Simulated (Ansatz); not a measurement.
# BGe (quartet): the correlation ladder, cc-pVTZ

One table from this session's results is given with a row withheld; the runs are named, their logs left out.

Method: cc-pVTZ, core rule «outside noble gas», up to 15 orbitals frozen; program: Ansatz 0.2.0, Gaussian basis.

The runs, in order: UHF; CCSD(T) on ROHF; CCSD(T) on UHF; BCCD(T) on ROHF; CISD; CCSDT(Q) on ROHF; CCSDT(Q) on UHF; CASSCF and MRCISD+Q, 7 electrons in 8 orbitals; CASSCF and NEVPT2, 7 electrons in 8 orbitals.

12 further runs of the same task are left out: 3 that didn't finish, 9 set aside as unsound or not needed.

## The geometry

The geometry is a PBE0/def2-TZVP stationary point (not a proven minimum) of the parent state, kept for this charge and spin. No spin-orbit coupling is included. The filled d shell of Ge may be among the frozen orbitals whatever the setting's name suggests; the logs give the count.

2 atoms, charge 0, spin multiplicity 4.

Atoms are counted from 1 here; the program's logs count them from 0.

Bond lengths: Ge1–B2 1.987 Å.

Set-up of the first run:

in.yaml

```yaml
crystal:
  periodic: [false, false, false]
  atoms:
    - {symbol: Ge, position_ang: [0.000000, 0.000000, 0.000000]}
    - {symbol: B, position_ang: [0.000000, 0.000000, 1.987464]}
basis:
  gaussian: {orbitals: cc-pVTZ}
magnetization: {spin_polarized: true, initial_magnetization: 3}
hamiltonian: {xc: hf}
output: {orbitals: {seedname: orbitals}}
```

Launch:

```
> ansatz run in.yaml --threads 1 --pin off --events-out ev --progress --plain --max-ram 2393MiB
```

Steps of the session up to this table: UHF; CCSD(T) on ROHF; CCSD(T) on UHF; BCCD(T) on ROHF; CISD; CCSDT(Q) on ROHF; CCSDT(Q) on UHF; CASSCF and MRCISD+Q, 7 electrons in 8 orbitals; CASSCF and NEVPT2, 7 electrons in 8 orbitals.

One table of the session follows, with a row left open; its other results are not shown here.

| method | from UCCSDT(Q) (kJ/mol) |
| --- | --- |
| ROHF | +443.1 |
| UHF | +437.7 |
| RMP2 | +99.8 |
| UMP2 | +100.7 |
| CISD | +47.0 |
| RCCSD | +33.3 |
| UCCSD | +32.3 |
| RCCSD(T) | +7.4 |
| UCCSD(T) | +6.8 |
| BCCD(T) | ? |
| RCCSDT | +2.7 |
| UCCSDT | +2.0 |
| RCCSDT(Q) | +0.8 |
| UCCSDT(Q) | 0 |
| CASSCF valence | +277.7 |
| NEVPT2 valence | +60.0 |
| MRCISD valence | +18.2 |
| MRCISD+Q valence | +1.4 |

**Question.** Estimate the row for BCCD(T).

**Answer.** from UCCSDT(Q) (kJ/mol): +7.3. In the column «from UCCSDT(Q) (kJ/mol)» it lies between UCCSD(T) (+6.8) and RCCSD(T) (+7.4).

Among the levels timed on like hardware and quicker than the yardstick, those that no quicker one beats, quickest first: NEVPT2 valence (5.5 s, +60.0 kJ/mol); MRCISD+Q valence (6.5 s, +1.4 kJ/mol).

Limits of these values: Of the multireference levels listed MRCISD+Q valence comes nearest in total energy (+1.4 kJ/mol), which doesn't show that its space is the better one. Restricted and unrestricted rows rest on different reference determinants; where their highest levels disagree by more than a few hundredths of an eV, they describe different states and don't form one ladder.
